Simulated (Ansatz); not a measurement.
# FeGe: the cost of one run

Method: DFT r²SCAN, scalar-relativistic, plane waves, PAW, in Ansatz 0.2.0.

4 further runs of the same task are left out: 4 set aside as unsound or not needed.

### 1 Starting point

It takes space group P2_13 (No. 198, cubic). Conventional cell: a = 4.721 Å, b = 4.721 Å, c = 4.721 Å, α = 90.00°, β = 90.00°, γ = 90.00°. Around Fe (site symmetry 3) lie 7 Ge at 2.37 to 2.65 Å. Ge (site symmetry 3) has 7 Fe at 2.37 to 2.65 Å as nearest neighbours.

Structure file:

```cif
data_structure
_symmetry_space_group_name_H-M 'P2_13'
_symmetry_Int_Tables_number 198
_cell_length_a 4.7213
_cell_length_b 4.7213
_cell_length_c 4.7213
_cell_angle_alpha 90.000
_cell_angle_beta 90.000
_cell_angle_gamma 90.000
_cell_volume 105.24
loop_
_atom_site_label
_atom_site_type_symbol
_atom_site_symmetry_multiplicity
_atom_site_Wyckoff_symbol
_atom_site_fract_x
_atom_site_fract_y
_atom_site_fract_z
_atom_site_occupancy
Fe1 Fe 4 a 0.13453 0.13453 0.13453 1
Ge1 Ge 4 a 0.84478 0.84478 0.84478 1
```

An earlier run at r²SCAN left this cell at 13.155 Å³/atom and -0.04 GPa (8×8×8 mesh).

### 2 Ferrimagnetic, in the cell as typed

Contents of input.yaml:

```yaml
crystal:
  lattice:
    - [4.7213331918, 0.0, 0.0]
    - [0.0, 4.7213331918, 0.0]
    - [0.0, 0.0, 4.7213331918]
  atoms:
    - { symbol: Fe, position: [0.134528564, 0.134528564, 0.134528564], spin: 2.5 }
    - { symbol: Fe, position: [0.365471436, 0.865471436, 0.634528564], spin: 2.5 }
    - { symbol: Fe, position: [0.634528564, 0.365471436, 0.865471436], spin: 2.5 }
    - { symbol: Fe, position: [0.865471436, 0.634528564, 0.365471436], spin: -2.5 }
    - { symbol: Ge, position: [0.8447786194, 0.8447786194, 0.8447786194] }
    - { symbol: Ge, position: [0.6552213806, 0.1552213806, 0.3447786194] }
    - { symbol: Ge, position: [0.3447786194, 0.6552213806, 0.1552213806] }
    - { symbol: Ge, position: [0.1552213806, 0.3447786194, 0.6552213806] }
basis:
  ecutwfc: 500
  ecutrho_ratio: 4
kpoints:
  mp_grid: { grid: [8, 8, 8] }
hamiltonian:
  xc: r2scan
scf:
  occupations: { method: gaussian, width: 0.05 }
  lower_state_search: "off"
output:
  forces: true
  stress: true
  eigenvalues: true
  populations: true
magnetization:
  spin_polarized: true
```

Started as:

```sh
> ansatz run input.yaml --threads 4 --pin off --max-ram 10240MiB --backend cpu --events-out ev --progress --plain --runs-dir out
```

**Question.** How long does this run take on 4 threads of Arm Neoverse V1, shared host, and how much memory does it need?

About 3.9 min, with a peak of 1.6 GiB.
